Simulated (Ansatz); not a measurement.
# B₂FH₄NSi: up Jacob's ladder to CCSD(T)

The task here is to estimate one member of a computed series from the others.

Computed with Ansatz 0.2.0, Gaussian basis. Level: functionals in def2-TZVPP, the program's frozen cores in correlated methods.

The runs, in order: LDA (SPW92), PBE-D4, revPBE-D4, BLYP-D4, r2SCAN-D4, B97M-V, PBE0-D4, B3LYP-D4, r2SCANh-D4, r2SCAN0-D4, HSE06-D4, BHLYP-D4, CAM-B3LYP-D4, LC-ωPBE, ωB97X-V, ωB97M-V, B2PLYP, PBE-QIDH; CCSD(T)/def2-SVP; CCSD(T)/def2-TZVPP; MP2/def2-QZVPP; extrapolation to the limit; RPA on PBE.

**The relaxed structure**

An earlier PBE0-D4 in a triple-zeta def2 set relaxation fixed the geometry.

9 atoms, charge 0, spin multiplicity 1.

Atoms are counted from 1 here; the program's logs count them from 0.

Bond lengths: N1–B2 1.368 Å, N1–H6 1.009 Å, N1–H7 1.007 Å, B2–Si3 2.215 Å, B2–B4 1.591 Å, Si3–B4 1.935 Å, Si3–H8 1.491 Å, Si3–H9 1.486 Å, B4–F5 1.333 Å. Angles: B2–N1–H6 122.2°, B2–N1–H7 123.9°, H6–N1–H7 113.9°, N1–B2–Si3 126.3°, N1–B2–B4 164.6°, Si3–B2–B4 58.4°, B2–Si3–B4 44.4°, B2–Si3–H8 144.3°, B2–Si3–H9 88.9°, B4–Si3–H8 130.6°, B4–Si3–H9 118.1°, H8–Si3–H9 111.0°, B2–B4–Si3 77.2°, B2–B4–F5 135.9°, Si3–B4–F5 130.9°.

The first run:

in.yaml reads:

```yaml
crystal:
  periodic: [false, false, false]
  atoms:
    - {symbol: N, position_ang: [-0.198027, 1.763665, -0.010639]}
    - {symbol: B, position_ang: [-0.036420, 0.502715, -0.516621]}
    - {symbol: Si, position_ang: [0.023533, -1.380189, 0.648191]}
    - {symbol: B, position_ang: [0.557798, -0.838880, -1.130772]}
    - {symbol: F, position_ang: [0.473524, -1.476007, -2.299107]}
    - {symbol: H, position_ang: [0.380762, 2.537569, -0.299379]}
    - {symbol: H, position_ang: [-0.888349, 2.006520, 0.680513]}
    - {symbol: H, position_ang: [-0.783057, -2.547448, 1.106563]}
    - {symbol: H, position_ang: [0.558637, -0.614146, 1.804154]}
basis:
  gaussian: {orbitals: def2-TZVPP}
hamiltonian: {xc: lda}
output: {orbitals: {seedname: orbitals}}
```

Launch:

```sh
ansatz run in.yaml --threads 2 --pin off --events-out ev --progress --plain --max-ram 4352MiB
```

Steps of the session up to this table: LDA; PBE-D4 (GGA); revPBE-D4 (GGA); BLYP-D4 (GGA); r2SCAN-D4 (meta-GGA); B97M-V (meta-GGA); PBE0-D4 (hybrid); B3LYP-D4 (hybrid); r2SCANh-D4 (hybrid); r2SCAN0-D4 (hybrid); HSE06-D4 (hybrid); BHLYP-D4 (hybrid); CAM-B3LYP-D4 (range-separated); LC-ωPBE (range-separated); ωB97X-V (range-separated); ωB97M-V (range-separated); B2PLYP (double hybrid); PBE-QIDH (double hybrid).

One table of the session follows, with a row left open; its other results are not shown here.

It belongs to the step «Orbital energies across the functionals». 

| functional | HOMO (eV) | LUMO (eV) | gap (eV) |
| --- | --- | --- | --- |
| LDA (SPW92) | -5.47 | -2.79 | 2.68 |
| PBE-D4 | -5.33 | -2.59 | 2.74 |
| revPBE-D4 | -5.27 | -2.51 | 2.76 |
| BLYP-D4 | -5.15 | -2.39 | 2.76 |
| r2SCAN-D4 | -5.50 | -2.45 | 3.05 |
| B97M-V | -5.52 | -2.43 | 3.09 |
| PBE0-D4 | -6.25 | -1.75 | 4.50 |
| B3LYP-D4 | -6.04 | -1.88 | 4.16 |
| r2SCANh-D4 | -5.84 | -2.14 | 3.70 |
| r2SCAN0-D4 | -6.36 | -1.68 | 4.68 |
| HSE06-D4 | ? | ? | ? |
| BHLYP-D4 | -7.00 | -0.71 | 6.29 |
| CAM-B3LYP-D4 | -7.39 | -0.59 | 6.80 |
| LC-ωPBE | -8.62 | 0.45 | 9.07 |
| ωB97X-V | -8.33 | 0.40 | 8.73 |
| ωB97M-V | -8.17 | 0.25 | 8.42 |

Q: Estimate the row for HSE06-D4 from the others.

As computed: HOMO (eV): -5.86; LUMO (eV): -2.13; gap (eV): 3.74. In the column «HOMO (eV)» it lies between B3LYP-D4 (-6.04) and r2SCANh-D4 (-5.84).
